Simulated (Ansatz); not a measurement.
CH₃AlBrF, SMILES F[CH]([AlH2])Br, a ladder of methods at one geometry

Computed with the Python package of Ansatz (0.2.0).

Run as a notebook:

In [1]:
```python
from pathlib import Path

import ansatz as az
import numpy as np
```

In [2]:
```python
BASIS = "def2-SVP"
```

In [3]:
```python
molecule = (
    az.Crystal.molecule()
    .atom("F", (-0.5097, -1.8457, -0.0406))
    .atom("C", (-0.469, -0.5183, -0.5511))
    .atom("Al", (0.725, 0.5564, 0.5868))
    .atom("Br", (-2.1441, 0.3107, -0.5648))
    .atom("H", (-0.0634, -0.5546, -1.6023))
    .atom("H", (0.2186, 1.8812, 1.3356))
    .atom("H", (2.3038, 0.1023, 0.7908))
)
```

In [4]:
```python
calculation = molecule.calculation().basis(gaussian=BASIS)

print("functional    E (Ha)        dipole (D)   HOMO (eV)  LUMO (eV)")
for name in ["blyp", "b3lyp", "lda", "revpbe"]:
    r = calculation.functional(name).forces().orbitals().run(threads=1, runs_dir="runs").report
    lines = Path(r["orbitals_path"]).read_text().splitlines()
    field_of = lambda key: [line.split("=")[1].strip() for line in lines if line.startswith(key)]
    orbitals = [(27.211386 * float(e), s, float(n)) for e, s, n in zip(field_of("Ene="), field_of("Spin="), field_of("Occup="))]
    homo = max(e for e, _, n in orbitals if n > 0.5)
    lumo = min(e for e, _, n in orbitals if n < 0.5)
    dipole = 4.803205 * np.linalg.norm(r["charge_distribution"]["dipole_moment_e_ang"])
    print(f"{name:10s} {r['free_energy_ev'] / 27.211386246:14.6f} {dipole:9.3f} {homo:11.3f} {lumo:10.3f}")
```
```text
functional    E (Ha)        dipole (D)   HOMO (eV)  LUMO (eV)
blyp         -2955.788090     1.250      -5.899     -2.567
b3lyp        -2955.844205     1.425      -7.154     -2.148
lda          -2950.163080     1.321      -6.173     -2.958
revpbe       -2955.475609     1.258      -6.037     -2.584
```

Caveats:
- These settings explore the input space; basis and method may be short of convergence.
- The geometry is a force-field or estimated start, not a minimum of this method, and the basis set is short of its limit. A lower total doesn't mark the better method: functionals have no common bound, and MP2 and coupled cluster aren't variational.
- b3lyp holds the VWN-RPA fit, as in Gaussian; the form of ORCA and Turbomole is b3lyp5.
- Levels such as HOMO and LUMO are orbital energies: with these approximate functionals they aren't the ionisation energy and electron affinity, and their gap isn't the fundamental gap.
- Run time: 9.8 s on 1 thread of Arm Neoverse V2, on a shared host, peak memory 0.26 GiB.
